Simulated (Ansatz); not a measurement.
# B3C: further runs on a relaxed guess

Aim: for this structure of B3C, see whether it has a gap, which orbitals make up the states near it and how charge is shared.

Program: Ansatz 0.2.0. Level of theory: DFT PBE, scalar-relativistic, plane waves, PAW. These are calculated values, not measurements.

## (1) Starting point

The structure is cubic, space group Pm-3n (No. 223). Conventional cell: a = 3.715 Å, b = 3.715 Å, c = 3.715 Å, α = 90.00°, β = 90.00°, γ = 90.00°. B (site symmetry -4m2) has 2 B at 1.86 Å and 4 C at 2.08 Å as nearest neighbours. C (site symmetry m-3) has 12 B at 2.08 Å as nearest neighbours.

Coordinates:

```
B C
1.0
     3.71500    0.00000    0.00000
     0.00000    3.71500    0.00000
     0.00000    0.00000    3.71500
B C
6 2
Direct
  0.25000 0.50000 0.00000
  0.75000 0.50000 0.00000
  0.00000 0.25000 0.50000
  0.00000 0.75000 0.50000
  0.50000 0.00000 0.25000
  0.50000 0.00000 0.75000
  0.00000 0.00000 0.00000
  0.50000 0.50000 0.50000
```

The cell was relaxed beforehand at this level, from a generated guess; it is a trial structure. At a tolerance of 0.05 Å it has space group Pm-3n (No. 223); it has 6.41 Å³/atom, an uncorrected energy of +2.37 eV/atom over the elements.

## (2) Electronic structure at the relaxed geometry

Input file input.yaml:

```yaml
crystal:
  lattice:
    - [3.7149992649, 0.0, 0.0]
    - [0.0, 3.7149992649, 0.0]
    - [0.0, 0.0, 3.7149992649]
  atoms:
    - { symbol: B, position: [0.25, 0.5, 0.0] }
    - { symbol: B, position: [0.75, 0.5, 0.0] }
    - { symbol: B, position: [0.0, 0.25, 0.5] }
    - { symbol: B, position: [0.0, 0.75, 0.5] }
    - { symbol: B, position: [0.5, 0.0, 0.25] }
    - { symbol: B, position: [0.5, 0.0, 0.75] }
    - { symbol: C, position: [0.0, 0.0, 0.0] }
    - { symbol: C, position: [0.5, 0.5, 0.5] }
basis:
  ecutwfc: 420
kpoints:
  mp_grid: { grid: [10, 10, 10] }
  band_path:
    path:
      - [[0.0, 0.0, 0.0], [0.0, 0.5, 0.0], [0.5, 0.5, 0.0], [0.0, 0.0, 0.0], [0.5, 0.5, 0.5], [0.0, 0.5, 0.0]]
      - [[0.5, 0.5, 0.5], [0.5, 0.5, 0.0]]
    npoints: 14
hamiltonian:
  xc: pbe
scf:
  occupations: { method: gaussian, width: 0.1 }
  n_extra_bands: 20
output:
  forces: true
  stress: true
  eigenvalues: true
  populations: true
  dos: { projected: true, de: 0.02, nscf_kmesh: { grid: [12, 12, 12] } }
  bader: true
  write_density: true
  write_potential: true
  elf: true
  volumetric_format: npy
```

On the command line:

```bash
> ansatz run input.yaml --threads 1 --pin off --max-ram 2560MiB --backend cpu --events-out ev --progress --plain --runs-dir out
```

What does the calculation give? Wanted: gap; states at the Fermi level; Bader charges.

The runs gave:

```
                 quantity                 value
                      gap          none (metal)
states at the Fermi level  2.79 per eV per cell
            Bader charges    B +0.29, C -0.87 e
```

**Reading.** Bands cross the Fermi level: a metal at this level of theory. Of the projected weight within 0.25 eV of the Fermi level, the largest part is B 2p (45 %) and B 2s (28 %). Charge transfer between the atoms is moderate (Bader charges up to 0.9 e).
